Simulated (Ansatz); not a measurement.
# Ta4N: the cost of one run

Method: DFT PBE, scalar-relativistic, plane waves, PAW, in Ansatz 0.2.0.

### 1 The starting structure

Symmetry: P-43m, No. 215, cubic system. The conventional cell has a = 4.561 Å, b = 4.561 Å, c = 4.561 Å, α = 90.00°, β = 90.00°, γ = 90.00°. Around Ta (site symmetry 3m) lie 1 N at 1.93 Å. N (site symmetry -43m) is surrounded by 4 Ta at 1.93 Å.

Structure file:

```cif
data_structure
_symmetry_space_group_name_H-M 'P 1'
_symmetry_Int_Tables_number 1
_cell_length_a 4.5610
_cell_length_b 4.5610
_cell_length_c 4.5610
_cell_angle_alpha 90.000
_cell_angle_beta 90.000
_cell_angle_gamma 90.000
_cell_volume 94.88
loop_
_atom_site_label
_atom_site_type_symbol
_atom_site_fract_x
_atom_site_fract_y
_atom_site_fract_z
_atom_site_occupancy
Ta1 Ta 0.24378 0.75622 0.75622 1
Ta2 Ta 0.75622 0.24378 0.75622 1
Ta3 Ta 0.75622 0.75622 0.24378 1
Ta4 Ta 0.24378 0.24378 0.24378 1
N1 N 0.00000 0.00000 0.00000 1
```

The cell is invented: species swapped into a database cell of SnI4 (P-43m, No. 215), with N on the Sn sites and Ta on the I sites. Its size is a rough estimate.

### 2 The guess as it stands, on a coarse mesh

File input.yaml:

```yaml
crystal:
  lattice:
    - [4.56103984, 0.0, 0.0]
    - [0.0, 4.56103984, 0.0]
    - [0.0, 0.0, 4.56103984]
  atoms:
    - { symbol: Ta, position: [0.24378108, 0.75621892, 0.75621892] }
    - { symbol: Ta, position: [0.75621892, 0.24378108, 0.75621892] }
    - { symbol: Ta, position: [0.75621892, 0.75621892, 0.24378108] }
    - { symbol: Ta, position: [0.24378108, 0.24378108, 0.24378108] }
    - { symbol: "N", position: [0.0, 0.0, 0.0] }
basis:
  ecutwfc: 420
kpoints:
  mp_grid: { grid: [4, 4, 4] }
hamiltonian:
  xc: pbe
scf:
  occupations: { method: gaussian, width: 0.1 }
  lower_state_search: "off"
output:
  forces: true
  stress: true
  eigenvalues: true
```

Run with:

```sh
ansatz run input.yaml --threads 1 --pin off --max-ram 2560MiB --backend cpu --events-out ev --progress --plain --runs-dir out
```

Q: Estimate wall time and peak memory on 1 thread of Intel Xeon Platinum 8259CL at 2.50GHz (Skylake/Cascade Lake), shared host.

About 2.4 s, with a peak of 0.36 GiB.
